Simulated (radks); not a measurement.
# Ionising iridium step by step, Ir²⁰⁺ to Ir³⁹⁺

One table from this session's results is given with a row withheld; the runs are named, their logs left out.

The numbers are computed with radks (a radial shooting solver on a logarithmic mesh, Libxc functionals) version 1 (scalar-relativistic Kohn-Sham, LDA (Slater exchange, VWN5 correlation), spin-polarised, spherical densities, finite nucleus; open shells are filled with parallel spins first), except any that are marked as measured or tabulated.

## The system

- element: iridium (Z = 77)
- charges: 20 to 39
- first configuration: [Kr] 4d10 4f11
- last configuration: [Kr] 4d2

Outer shells as boxes (Hund's rule):

Ir²⁰⁺
```
[Kr] core
4d [↑↓][↑↓][↑↓][↑↓][↑↓]
4f [↑↓][↑↓][↑↓][↑↓][↑ ][↑ ][↑ ]
```

Ir³⁹⁺
```
[Kr] core
4d [↑ ][↑ ][  ][  ][  ]
```

The first run:

The run's settings:

```text
Z 77
configuration [Kr] 4d10 4f11
relativity scalar-relativistic
functional lda,vwn5
spin polarised
nucleus finite rms 5.4032 fm
c 137.035999084
```

Among the steps run: Ir²⁰⁺, [Kr] 4d10 4f11.

One of the session's tables, all rows but one given; the rest of the session is left out.

It belongs to the step «Ir²⁰⁺, [Kr] 4d10 4f11». Radial moments (bohr):

| level | <r> | outermost maximum (interpolated) | 90 % within | nodes |
| --- | --- | --- | --- | --- |
| 4s up | 0.4181 | 0.395 | 0.598 | 3 |
| 4s down | 0.4183 | 0.395 | 0.599 | 3 |
| 4p up | 0.4420 | 0.414 | 0.639 | 2 |
| 4p down | 0.4423 | 0.414 | 0.639 | 2 |
| 4d up | ? | ? | ? | ? |
| 4d down | 0.4617 | 0.420 | 0.684 | 1 |
| 4f up | 0.4720 | 0.377 | 0.735 | 0 |
| 4f down | 0.4733 | 0.378 | 0.738 | 0 |

Q: Estimate the row for 4d up from the others.

**Answer.** <r>: 0.4612; outermost maximum (interpolated): 0.420; 90 % within: 0.683; nodes: 1. In the column «<r>» it lies between 4p down (0.4423) and 4d down (0.4617).

Caveats from the session: Open shells are spherical and high-spin; term and fine-structure splittings are not resolved.
